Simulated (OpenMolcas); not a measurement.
# BH3O3 (boric acid): S12g/6-311++G(3df,3pd) (RICD fitting)

What is the vertical ionisation energy of BH3O3 (boric acid) at S12g/6-311++G(3df,3pd) (RICD fitting)? 

The calculation is run with OpenMolcas 26.06.

## 1. The structure to begin with

BH3O3 has 7 atoms, charge 0, and is taken as a singlet. As SMILES, `OB(O)O`. The coordinates come from a PBE0-D4/def2-TZVP relaxation. This is a higher conformer, about 20 kJ/mol above the lowest found by a separate search.

Bond lengths: O1–B2 1.367 Å, B2–O3 1.360 Å, B2–O4 1.376 Å, O1–H5 0.957 Å, O3–H6 0.959 Å, O4–H7 0.957 Å. Angles: O1–B2–O3 116.5°, O1–B2–O4 125.2°, O3–B2–O4 118.3°, B2–O1–H5 115.3°, B2–O3–H6 111.6°, B2–O4–H7 115.8°.

## 2. A single-point energy at S12g/6-311++G(3df,3pd) (RICD fitting)

job.inp

```
&GATEWAY
  BasLib=$CurrDir
  Coord
  7
  angstrom
  O       -1.109700       0.802600       0.321900
  B       -0.012200      -0.006800       0.228700
  O        0.501200      -0.469300       1.400100
  O        0.600700      -0.381300      -0.945400
  H       -1.457400       1.118600      -0.511500
  H        1.266800      -1.028200       1.254500
  H        0.210500      -0.035700      -1.748300
  Basis=6-311ppG3df3pd
  Group=NoSym
  RICD

&SEWARD

&SCF
  KSDFT=S12G
  PrOrbitals=1 1
```

The basis set 6-311++G(3df,3pd) is read from a file made from the Basis Set Exchange's data (not shown).

On the command line:

```console
$ export MOLCAS_MEM=1860
$ pymolcas job.inp > job.log
```

Output:

```text
--- Start Module: gateway ---
[...]
--- Stop Module: gateway /rc=_RC_ALL_IS_WELL_ ---
--- Start Module: seward ---
[...]
      Basis functions          210
--- Stop Module: seward /rc=_RC_ALL_IS_WELL_ ---
[...]
--- Start Module: scf ---
[...]
       Convergence after  14 Iterations
[...]
::    Total KS-DFT energy                            -252.5455639875
[...]
      Total spin, S                                     0.0000000000
[...]
      Total electronic charge=   32.000000
      Total            charge=   -0.000000
[...]
      Dipole Moment (debye):
      Origin of the operator (angstrom)=   -0.0039   -0.0127    0.2246
                   X=  1.6944E-03               Y=  1.9162E-01               Z= -2.7886E+00           Total=  2.7951E+00
      Quadrupole Moment (debye*angstrom):
[...]
--- Stop Module: scf /rc=_RC_ALL_IS_WELL_ ---
[...]
```

Run time: 32 s. Hardware: 1 thread of Arm Neoverse V1, shared host; peak memory 0.54 GiB.

## 3. The doublet cation

job.input

```
&GATEWAY
 BasLib
 $CurrDir
 Coord
 7
 angstrom
 O       -1.109700       0.802600       0.321900
 B       -0.012200      -0.006800       0.228700
 O        0.501200      -0.469300       1.400100
 O        0.600700      -0.381300      -0.945400
 H       -1.457400       1.118600      -0.511500
 H        1.266800      -1.028200       1.254500
 H        0.210500      -0.035700      -1.748300
 Basis
 6-311ppG3df3pd
 Group
 NoSym
 RICD

&SEWARD

&SCF
 UHF
 Charge
 1
 Spin
 2
 KSDFT
 S12G
 PrOrbitals
 1 1
```

The basis set 6-311++G(3df,3pd) is read from a file made from the Basis Set Exchange's data (not shown).

On the command line:

```console
$ export MOLCAS_MEM=1860
$ pymolcas job.input > job.log
```

Output:

```text
--- Start Module: gateway ---
[...]
--- Stop Module: gateway /rc=_RC_ALL_IS_WELL_ ---
--- Start Module: seward ---
[...]
      Basis functions          210
--- Stop Module: seward /rc=_RC_ALL_IS_WELL_ ---
[...]
--- Start Module: scf ---
[...]
       Convergence after  56 Iterations
[...]
::    Total KS-DFT energy                            -252.1208173174
[...]
      Total spin, S                                     0.5019572086
[...]
      Total electronic charge=   31.000000
      Total            charge=    1.000000
[...]
      Dipole Moment (debye):
      Origin of the operator (angstrom)=   -0.0039   -0.0127    0.2246
                   X=  3.0664E+00               Y= -1.9516E+00               Z= -4.7418E+00           Total=  5.9746E+00
      Center of Charge (angstrom)
[...]
--- Stop Module: scf /rc=_RC_ALL_IS_WELL_ ---
[...]
```

Run time: 2.5 min. Hardware: 1 thread of Arm Neoverse V1, shared host; peak memory 0.55 GiB.

## 4. Summary of results

At S12g/6-311++G(3df,3pd) (RICD fitting):

| quantity | value |
| --- | --- |
| singlet BH3O3: total energy | -252.54556 Eh |
| singlet BH3O3: dipole moment | 2.80 D |
| singlet BH3O3: HOMO energy | -7.59 eV |
| singlet BH3O3: LUMO energy | -1.31 eV |
| singlet BH3O3: HOMO–LUMO gap | 6.28 eV |
| doublet cation: total energy | -252.12082 Eh |
| doublet cation: HOMO energy (highest over α and β) | -15.39 eV |
| doublet cation: LUMO energy (lowest over α and β) | -14.78 eV |
| doublet cation: ⟨S²⟩ | 0.754 |
| vertical ionisation energy (to the doublet cation) | 11.558 eV |

What this shows: Removing an electron at fixed nuclei costs 11.56 eV (267 kcal/mol). −ε(HOMO) before ionisation, 7.59 eV, is 3.97 eV below this ionisation energy. Mulliken charges (singlet BH3O3) run from -0.70 on O4 to +0.85 on B2; in a basis this large or diffuse they mean little. Mulliken charges (doublet cation) run from -0.82 on O1 to +0.89 on B2; in a basis this large or diffuse they mean little.
